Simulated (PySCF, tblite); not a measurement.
# C5H11BO2: geometry, infrared bands and NMR shifts

What infrared bands and NMR shifts should C5H11BO2 (`C[O+]1[BH2-]C[C@@H](C=O)C1`) show?

Computed with tblite 0.8.0 and PySCF 2.14.0, with density-fitted response routines of our own, on a single molecule in the gas phase. Atoms count from 0, in the outputs and in this text.

### Step 1. The molecule as given

19 atoms, charge 0, multiplicity 1; geometry from: force field or distance geometry start.

Bonds of the start (Å): C0–O1 1.40, O1–B2 1.45, B2–C3 1.59, C3–C4 1.50, C4–C5 1.50, C5–O6 1.24, C4–C7 1.54, C7–O1 1.39, C0–H8 1.10, C0–H9 1.13, C0–H10 1.10, B2–H11 1.20, B2–H12 1.18, C3–H13 1.09, C3–H14 1.12, C4–H15 1.10, C5–H16 1.09, C7–H17 1.08, C7–H18 1.12.

### Step 2. Optimising the geometry with GFN2-xTB

The job: settings as JSON, then the geometry in Å.

```
{"job": {"kind": "relax", "xc": "GFN2-xTB", "basis": "xTB"}, "charge": 0, "multiplicity": 1}
C      1.984900    -0.802700    -0.342000
O      0.641700    -0.442500    -0.527000
B      0.493200     0.999000    -0.645200
C     -0.575300     1.382800     0.465400
C     -1.264700     0.062800     0.670000
C     -2.077400    -0.362400    -0.520300
O     -1.829100    -1.417700    -1.117000
C     -0.034400    -0.855000     0.619700
H      2.024300    -1.897200    -0.219500
H      2.382100    -0.354600     0.612800
H      2.577600    -0.497400    -1.222600
H      0.031400     1.237300    -1.727800
H      1.503600     1.584800    -0.464500
H     -1.240100     2.205400     0.191400
H     -0.021100     1.588100     1.415200
H     -1.827900    -0.048900     1.609000
H     -2.888100     0.294900    -0.839000
H      0.526700    -0.762900     1.542900
H     -0.417200    -1.904500     0.491000
```

Launch:

```console
$ OMP_NUM_THREADS=1 python probes_run.py task.json out
```

One launch serves the whole session: the jobs run in the order shown.

**Question.** This job is followed by: GFN2-xTB harmonic vibrations, gas phase; GIAO PBE0/pcSseg-1 NMR shielding, non-relativistic, gas phase. What will the session give for the following? strongest single infrared mode (GFN2-xTB); zero-point energy (GFN2-xTB); ¹³C shifts against TMS (PBE0/pcSseg-1); ¹H shifts against TMS (PBE0/pcSseg-1, means over atoms taken as alike); ¹⁷O shifts against H2O (PBE0/pcSseg-1); ¹¹B shifts against BF3·OEt2 (PBE0/pcSseg-1).

**Answer**, as computed:

| quantity | value |
| --- | --- |
| strongest single infrared mode (GFN2-xTB) | 1780 cm⁻¹, 323 km/mol |
| zero-point energy (GFN2-xTB) | 97.6 kcal/mol |
| ¹³C shifts against TMS (PBE0/pcSseg-1) | 207.2, 76.8, 63.1, 54.0, 12.5 ppm |
| ¹H shifts against TMS (PBE0/pcSseg-1, means over atoms taken as alike) | 9.77, 4.67, 3.66, 3.32, 3.21, 2.94, 2.70, 1.34, 1.21 ppm |
| ¹⁷O shifts against H2O (PBE0/pcSseg-1) | 656.1, 34.5 ppm |
| ¹¹B shifts against BF3·OEt2 (PBE0/pcSseg-1) | 2.4 ppm |

What this shows: The optimisation took 107 steps and gained 0.871 eV; among the close pairs (by a distance rule), O1–B2 changed most, from 1.454 to 1.635 Å. All 51 modes are real, so the xTB geometry is a minimum. The strongest single mode, at 1780 cm⁻¹, moves mainly C5 and O6. Unscaled tight-binding wavenumbers are off by several per cent, some by more. Its intensities can rank the bands wrongly. The most deshielded carbon is C5 (aldehyde carbonyl carbon), at 207.2 ppm: the double bond to the heteroatom, with no lone-pair donor beside it, deshields it most. H16 (hydrogen on an aldehyde carbonyl carbon) lies farthest downfield among hydrogen, at 9.77 ppm; the formyl region, downfield of aromatic protons. At PBE0/pcSseg-1: The largest span, 1275 ppm, is at O6, where the paramagnetic term is -722 ppm.
